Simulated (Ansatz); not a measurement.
# BaTiO3: the cost of one run

Computed with Ansatz 0.2.0 (DFT PBE, scalar-relativistic, plane waves, PAW, unless a step's input says otherwise).

### Step 1. The system as given

The structure is cubic, space group Pm-3m (No. 221). The conventional cell has a = 4.007 Å, b = 4.007 Å, c = 4.007 Å, α = 90.00°, β = 90.00°, γ = 90.00°. Around Ba (site symmetry m-3m) lie 12 O at 2.83 Å. Around Ti (site symmetry m-3m) lie 6 O at 2.00 Å. O (site symmetry 4/mmm) has 2 Ti at 2.00 Å and 4 Ba at 2.83 Å as nearest neighbours.

Coordinates:

```cif
data_structure
_symmetry_space_group_name_H-M 'Pm-3m'
_symmetry_Int_Tables_number 221
_cell_length_a 4.0073
_cell_length_b 4.0073
_cell_length_c 4.0073
_cell_angle_alpha 90.000
_cell_angle_beta 90.000
_cell_angle_gamma 90.000
_cell_volume 64.35
loop_
_atom_site_label
_atom_site_type_symbol
_atom_site_symmetry_multiplicity
_atom_site_Wyckoff_symbol
_atom_site_fract_x
_atom_site_fract_y
_atom_site_fract_z
_atom_site_occupancy
Ba1 Ba 1 b 0.50000 0.50000 0.50000 1
Ti1 Ti 1 a 0.00000 0.00000 0.00000 1
O1 O 3 d 0.50000 0.00000 0.00000 1
```

The start is a polymorph listed in a database, not an invented cell.

### Step 2. A first look at the guess

File input.yaml:

```yaml
crystal:
  lattice:
    - [4.0072999, 0.0, 0.0]
    - [0.0, 4.0072999, 0.0]
    - [0.0, 0.0, 4.0072999]
  atoms:
    - { symbol: Ba, position: [0.5, 0.5, 0.5] }
    - { symbol: Ti, position: [0.0, 0.0, 0.0], spin: 1.0 }
    - { symbol: O, position: [0.5, 0.0, 0.0] }
    - { symbol: O, position: [0.0, 0.5, 0.0] }
    - { symbol: O, position: [0.0, 0.0, 0.5] }
basis:
  ecutwfc: 420
kpoints:
  mp_grid: { grid: [4, 4, 4] }
hamiltonian:
  xc: pbe
scf:
  occupations: { method: gaussian, width: 0.1 }
  lower_state_search: "off"
output:
  forces: true
  stress: true
  eigenvalues: true
  populations: true
magnetization:
  spin_polarized: true
```

Run with:

```bash
$ ansatz run input.yaml --threads 1 --pin off --max-ram 2560MiB --backend cpu --events-out ev --progress --plain --runs-dir out
```

Q: Estimate wall time and peak memory on 1 thread of Intel Xeon Platinum 8375C at 2.90GHz (Ice Lake), shared host.

About 4.7 s, with a peak of 0.4 GiB.
